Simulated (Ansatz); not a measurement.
# CHCl₂FGaN: one species, many methods

An exercise on one series of results from a longer session: the logs are not shown, and one member is left open.

The runs use Ansatz 0.2.0, Gaussian basis; functionals in def2-TZVPP, the program's frozen cores in correlated methods.

Levels to be run: LDA (SPW92), PBE-D4, revPBE-D4, BLYP-D4, r2SCAN-D4, B97M-V, PBE0-D4, B3LYP-D4, r2SCANh-D4, r2SCAN0-D4, HSE06-D4, BHLYP-D4, CAM-B3LYP-D4, LC-ωPBE, ωB97X-V, ωB97M-V, B2PLYP, PBE-QIDH; CCSD(T)/def2-SVP; CCSD(T)/def2-TZVPP; MP2/def2-QZVPP; extrapolation to the limit; RPA on PBE.

## Structure used throughout

All runs share one geometry, relaxed beforehand with PBE0-D4 in a triple-zeta def2 set.

SMILES `N=[C](Cl)[Ga]([F])[Cl]`, 7 atoms, charge 0, spin multiplicity 1.

Atoms are counted from 1 here; the program's logs count them from 0.

Bond lengths: N1–C2 1.248 Å, N1–H7 1.022 Å, C2–Cl3 1.764 Å, C2–Ga4 1.970 Å, Ga4–F5 1.740 Å, Ga4–Cl6 2.111 Å. Angles: C2–N1–H7 114.3°, N1–C2–Cl3 124.4°, N1–C2–Ga4 119.5°, Cl3–C2–Ga4 116.1°, C2–Ga4–F5 119.6°, C2–Ga4–Cl6 124.5°, F5–Ga4–Cl6 115.9°.

Set-up of the first run:

in.yaml reads:

```yaml
crystal:
  periodic: [false, false, false]
  atoms:
    - {symbol: N, position_ang: [0.666816, -1.312717, 0.735779]}
    - {symbol: C, position_ang: [0.366903, -0.570223, -0.221582]}
    - {symbol: Cl, position_ang: [0.794275, -0.890438, -1.902447]}
    - {symbol: Ga, position_ang: [-0.652748, 1.081134, 0.114752]}
    - {symbol: F, position_ang: [-1.100149, 2.102072, -1.221716]}
    - {symbol: Cl, position_ang: [-1.269328, 1.737250, 2.023804]}
    - {symbol: H, position_ang: [1.194241, -2.147088, 0.471420]}
basis:
  gaussian: {orbitals: def2-TZVPP}
hamiltonian: {xc: lda}
output: {orbitals: {seedname: orbitals}}
```

Started as:

```console
ansatz run in.yaml --threads 4 --pin off --events-out ev --progress --plain --max-ram 10444MiB
```

Among the steps run: LDA; PBE-D4 (GGA); revPBE-D4 (GGA); BLYP-D4 (GGA); r2SCAN-D4 (meta-GGA); B97M-V (meta-GGA); B3LYP-D4 (hybrid); r2SCANh-D4 (hybrid); r2SCAN0-D4 (hybrid); HSE06-D4 (hybrid); BHLYP-D4 (hybrid); CAM-B3LYP-D4 (range-separated); LC-ωPBE (range-separated); ωB97X-V (range-separated); ωB97M-V (range-separated); B2PLYP (double hybrid); PBE-QIDH (double hybrid).

One of the session's tables, all rows but one given; the rest of the session is left out.

It belongs to the step «Frontier levels by functional». 

| functional | HOMO (eV) | LUMO (eV) | gap (eV) |
| --- | --- | --- | --- |
| LDA (SPW92) | -7.42 | -3.54 | 3.88 |
| PBE-D4 | -7.26 | -3.25 | 4.01 |
| revPBE-D4 | -7.19 | -3.13 | 4.07 |
| BLYP-D4 | -7.14 | -3.13 | 4.00 |
| r2SCAN-D4 | -7.60 | -3.14 | 4.46 |
| B97M-V | -7.72 | -3.11 | 4.61 |
| PBE0-D4 | -8.65 | -2.37 | 6.27 |
| B3LYP-D4 | -8.41 | -2.62 | 5.79 |
| r2SCANh-D4 | ? | ? | ? |
| r2SCAN0-D4 | -8.87 | -2.32 | 6.55 |
| HSE06-D4 | -8.25 | -2.75 | 5.50 |
| BHLYP-D4 | -9.93 | -1.47 | 8.46 |
| CAM-B3LYP-D4 | -9.98 | -1.35 | 8.64 |
| LC-ωPBE | -11.26 | -0.15 | 11.11 |
| ωB97X-V | -10.95 | -0.26 | 10.69 |
| ωB97M-V | -10.82 | -0.38 | 10.44 |

**Question.** Estimate the row for r2SCANh-D4.

Worked estimate for «HOMO (eV)». Against the share of exact exchange, r2SCAN-D4 (0, -7.60), r2SCAN0-D4 (0.25, -8.87) give a slope of -5.08 per unit share; at 0.1 the line stands at -8.11.

The run gave: HOMO (eV): -8.11; LUMO (eV): -2.81; gap (eV): 5.30. In «HOMO (eV)» the line misses by 0.00.
